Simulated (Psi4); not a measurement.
# GeH3S (SMILES [SH][GeH2]) at 3 levels

We compute a comparison of 3 runs (UBOP-D3(BJ)/6-31G*, UPBE0/6-31G**, UMP2/def2-TZVP) of GeH3S. 

The results are computed with Psi4 1.11.

8 further runs of the same task are left out: 3 for a known fault of the program, 3 that didn't finish, 2 set aside as unsound or not needed.

## 1. The system as given

GeH3S has 5 atoms, charge 0, and is taken as a doublet. SMILES: `[SH][GeH2]`. Geometry: relaxed at PBE0-D4/def2-TZVP. This is one conformer, not always the lowest.

Bond lengths: S1–Ge2 2.220 Å, S1–H3 1.343 Å, Ge2–H4 1.550 Å, Ge2–H5 1.545 Å. Angles: S1–Ge2–H4 109.5°, S1–Ge2–H5 104.6°, Ge2–S1–H3 94.4°, H4–Ge2–H5 110.8°.

## 2. The energy at UBOP-D3(BJ)/6-31G(d) (Cartesian functions, ddCOSMO chlorobenzene) (run 1)

The input, input.dat:

```
memory 1.6 GB

molecule system {
  0 2
  S
  Ge 1 R2
  H 1 R3 2 A3
  H 2 R4 1 A4 3 D4
  H 2 R5 4 A5 3 D5

  R2 = 2.220144
  R3 = 1.342997
  A3 = 94.43897
  R4 = 1.550138
  A4 = 109.45543
  D4 = -47.19354
  R5 = 1.545471
  A5 = 110.78333
  D5 = 136.36621
  units angstrom
  symmetry c1
}

set globals {
  basis 6-31G*
  reference uks
  scf_type out_of_core
  ddx true
  ddx_model cosmo
  ddx_solvent chlorobenzene
  ddx_radii_set uff
}

energy('bop-d3bj')
```

Started as:

```
$ psi4 input.dat output.dat -n 1
```

output.dat:

```text
[...]
  Running in c1 symmetry.
[...]
  Nuclear repulsion =  162.595039815992379
[...]
  Multiplicity = 2
[...]
  Nalpha       = 26
  Nbeta        = 25
[...]
    Number of basis functions: 60
[...]
   @UKS iter   1: -2474.78242013116778   -1.30273e+00   5.11614e-02 DIIS/ADIIS
[...]
   @UKS iter  11: -2476.65678137759596   -4.57976e-09   2.00449e-07 DIIS
[...]
   @S^2 Observed:                7.509379585E-01
[...]
    Orbital Energies [Eh]
    ---------------------
    Alpha Occupied:
       1A   -397.191125     2A    -88.128821     3A    -49.216357
       4A    -43.844002     5A    -43.843168     6A    -43.842455
       7A     -7.682391     8A     -5.987372     9A     -5.711638
      10A     -5.708800    11A     -5.703616    12A     -4.207557
      13A     -4.205195    14A     -4.203432    15A     -1.097875
      16A     -1.096198    17A     -1.095075    18A     -1.094363
      19A     -1.092888    20A     -0.668297    21A     -0.484141
      22A     -0.369713    23A     -0.306829    24A     -0.292405
      25A     -0.244808    26A     -0.169026
    Alpha Virtual:
[...]
  @UKS Final Energy: -2476.65678137759596
   => Energetics <=
    Nuclear Repulsion Energy =            162.5950398159923793
    One-Electron Energy =               -3769.1454503890363412
    Two-Electron Energy =                1235.6102816098809853
    DFT Exchange-Correlation Energy =    -105.7016021468729150
    Empirical Dispersion Energy =          -0.0126112342011167
    VV10 Nonlocal Energy =                  0.0000000000000000
    DD Solvation Energy =                 -0.0024390333590225
    Total Energy =                      -2476.6567813775959621
[...]
 Multipole Moments:
 ------------------------------------------------------------------------------------
     Multipole            Electronic (a.u.)      Nuclear  (a.u.)        Total (a.u.)
 ------------------------------------------------------------------------------------
 L = 1.  Multiply by 2.5417464519 to convert [e a0] to [Debye]
 Dipole X            :         -1.3339864            1.4323111            0.0983247
 Dipole Y            :         -0.4356780            0.8797136            0.4440356
 Dipole Z            :          6.0137465           -5.7322917            0.2814547
 Magnitude           :                                                    0.5348384
[...]
```

Run time: 7.8 s. Hardware: 1 thread of Intel Xeon 6975P-C (Granite Rapids), shared host; peak memory 0.38 GiB.

## 3. The energy at UPBE0/6-31G(d,p) (spherical functions) (run 2)

The input, geh3s.py:

```python
import psi4

psi4.set_memory('1600 MB')
psi4.set_num_threads(1)
psi4.core.set_output_file('run.log', False)

m = psi4.geometry("""
0 2
S      2.15164217    -1.51782802     1.24627438
Ge    -0.73604833     1.28369096     0.05688076
H      0.46525057    -3.36163380     1.69054899
H     -2.57777541     0.03703863    -1.84966393
H      0.79103936     3.41927045    -1.22246383
units bohr
symmetry c1
no_reorient
no_com
""")

options = {'basis': '6-31G**', 'reference': 'uks', 'puream': True, 'e_convergence': 1e-09, 'd_convergence': 1e-08, 'scf_type': 'pk', 'dft_radial_points': 99, 'dft_spherical_points': 590, 'maxiter': 200}
psi4.set_options(options)

e, wfn = psi4.energy("pbe0", molecule=m, return_wfn=True)
psi4.oeprop(wfn, "MAYER_INDICES", "DIPOLE", "WIBERG_LOWDIN_INDICES", title="PBE0")
print(f'total energy {e:.8f} hartree = {e * 27.211386:.5f} eV')
```

Started as:

```
$ python geh3s.py
```

run.log:

```text
[...]
  Running in c1 symmetry.
[...]
  Nuclear repulsion =  162.595028555742687
[...]
  Multiplicity = 2
[...]
  Nalpha       = 26
  Nbeta        = 25
[...]
    Number of basis functions: 65
[...]
   @UKS iter   1: -2474.68783100873816   -1.88353e+00   4.15191e-02 ADIIS/DIIS
[...]
   @UKS iter  14: -2476.26928842527968   -3.63798e-12   7.30231e-09 DIIS
[...]
   @S^2 Observed:                7.522930140E-01
[...]
    Orbital Energies [Eh]
    ---------------------
    Alpha Occupied:
       1A   -399.105349     2A    -89.027181     3A    -49.958290
       4A    -44.442617     5A    -44.441559     6A    -44.440840
       7A     -8.011779     8A     -6.321078     9A     -5.947649
      10A     -5.945431    11A     -5.940588    12A     -4.476507
      13A     -4.474036    14A     -4.471906    15A     -1.252775
      16A     -1.251230    17A     -1.249876    18A     -1.248989
      19A     -1.247474    20A     -0.760563    21A     -0.560671
      22A     -0.430231    23A     -0.366048    24A     -0.348338
      25A     -0.299363    26A     -0.221395
    Alpha Virtual:
[...]
  @UKS Final Energy: -2476.26928842527968
   => Energetics <=
    Nuclear Repulsion Energy =            162.5950285557426866
    One-Electron Energy =               -3769.7985635476134121
    Two-Electron Energy =                1210.4814179501797753
    DFT Exchange-Correlation Energy =     -79.5471713835888892
    Empirical Dispersion Energy =           0.0000000000000000
    VV10 Nonlocal Energy =                  0.0000000000000000
    Total Energy =                      -2476.2692884252796830
[...]
 Multipole Moments:
 ------------------------------------------------------------------------------------
     Multipole            Electronic (a.u.)      Nuclear  (a.u.)        Total (a.u.)
 ------------------------------------------------------------------------------------
 L = 1.  Multiply by 2.5417464519 to convert [e a0] to [Debye]
 Dipole X            :        -10.0449460            9.5512427           -0.4937033
 Dipole Y            :        -16.9367978           16.8875377           -0.0492602
 Dipole Z            :        -20.4904739           20.3789956           -0.1114782
 Magnitude           :                                                    0.5085243
[...]
```

Standard output:

```text
total energy -2476.26928843 hartree = -67382.71945 eV
```

Run time: 9.6 s. Hardware: 1 thread of Intel Xeon 6975P-C (Granite Rapids), shared host; peak memory 0.66 GiB.

## 4. The energy at UMP2/def2-TZVP (run 3)

The input, job.dat:

```
memory 1600 mb

molecule geom {
  0 2
  S
  Ge 1 R2
  H 1 R3 2 A3
  H 2 R4 1 A4 3 D4
  H 2 R5 4 A5 3 D5

  R2 = 2.220144
  R3 = 1.342997
  A3 = 94.43897
  R4 = 1.550138
  A4 = 109.45543
  D4 = -47.19354
  R5 = 1.545471
  A5 = 110.78333
  D5 = 136.36621
  units angstrom
  symmetry c1
  no_reorient
  no_com
}

set basis def2-TZVP
set reference uhf
set puream true
set e_convergence 1e-09
set d_convergence 1e-08
set scf_type pk
set num_frozen_docc 14
set mp2_type conv
set maxiter 200

e_tot = energy("mp2")
print_variables()
```

Started as:

```
$ psi4 -i job.dat -o job.out -n 1
```

job.out:

```text
[...]
  Running in c1 symmetry.
[...]
  Nuclear repulsion =  162.595039815992379
[...]
  Multiplicity = 2
[...]
  Nalpha       = 26
  Nbeta        = 25
[...]
    Number of basis functions: 103
[...]
   @UHF iter   1: -2473.16067121482774   -2.75654e+00   2.72888e-02 ADIIS/DIIS
[...]
   @UHF iter  17: -2474.64754684614218   -1.31877e-11   9.38848e-09 DIIS
[...]
   @S^2 Observed:                7.575872137E-01
[...]
    Orbital Energies [Eh]
    ---------------------
    Alpha Occupied:
       1A   -405.253512     2A    -91.954266     3A    -52.160619
       4A    -46.249743     5A    -46.247447     6A    -46.246871
       7A     -8.959916     8A     -7.206057     9A     -6.642524
      10A     -6.640578    11A     -6.639388    12A     -5.184733
      13A     -5.178968    14A     -5.177424    15A     -1.655020
      16A     -1.654000    17A     -1.652120    18A     -1.650295
      19A     -1.649091    20A     -0.970644    21A     -0.718464
      22A     -0.552830    23A     -0.484637    24A     -0.456877
      25A     -0.407436    26A     -0.322645
    Alpha Virtual:
[...]
  @UHF Final Energy: -2474.64754684614218
   => Energetics <=
    Nuclear Repulsion Energy =            162.5950398159923793
    One-Electron Energy =               -3771.1460197034411976
    Two-Electron Energy =                1133.9034330413066982
    Total Energy =                      -2474.6475468461421769
  UHF NO Occupations:
  HONO-2 :   24  A 1.9993313
  HONO-1 :   25  A 1.9974365
[...]
 Multipole Moments:
 ------------------------------------------------------------------------------------
     Multipole            Electronic (a.u.)      Nuclear  (a.u.)        Total (a.u.)
 ------------------------------------------------------------------------------------
 L = 1.  Multiply by 2.5417464519 to convert [e a0] to [Debye]
 Dipole X            :         -1.4630779            1.4323111           -0.0307668
 Dipole Y            :         -0.5457283            0.8797136            0.3339854
 Dipole Z            :          6.1365346           -5.7322917            0.4042429
 Magnitude           :                                                    0.5252667
[...]
	SCS-MP2 Total Energy (a.u.)        : -2475.04119739584985
	SOS-MP2 Total Energy (a.u.)        : -2475.00524019671775
	SCSN-MP2 Total Energy (a.u.)       : -2474.83740085755926
[...]
	SOS-PI-MP2 Total Energy (a.u.)     : -2475.06485575514716
[...]
	MP2 Total Energy (a.u.)            : -2475.05349623568463
[...]
```

Wall time 6.9 s (1 thread of Intel Xeon 6975P-C (Granite Rapids), shared host); peak memory 0.65 GiB.

## 5. The series

```tsv
run	level	radii	integrals	energy (Eh)	dipole moment (D)	HOMO energy (eV)	LUMO energy (eV)	wall time
1	UBOP-D3(BJ)/6-31G* (Cartesian functions, ddCOSMO chlorobenzene)	UFF	out_of_core	-2476.656781	1.36	-4.60	-3.69	7.8 s
2	UPBE0/6-31G** (spherical functions)	–	pk	-2476.269288	1.29	-6.02	-2.91	9.6 s
3	UMP2/def2-TZVP	–	pk	-2475.053496	–	-8.78	0.80	6.9 s
```

## 6. Outcome

| quantity | value |
| --- | --- |
| run 3: total energy | -2475.05350 Eh |
| run 3: HOMO energy (Hartree–Fock orbitals) (highest over α and β) | -8.78 eV |
| run 3: LUMO energy (Hartree–Fock orbitals) (lowest over α and β) | 0.80 eV |
| run 3: correlation energy (14 core orbitals frozen) | -405.9 mEh |
| run 3: ⟨S²⟩ of the reference determinant | 0.758 |

What this shows: Totals of different functionals can't be ranked against each other. All runs together took 24 s, the longest 9.6 s.
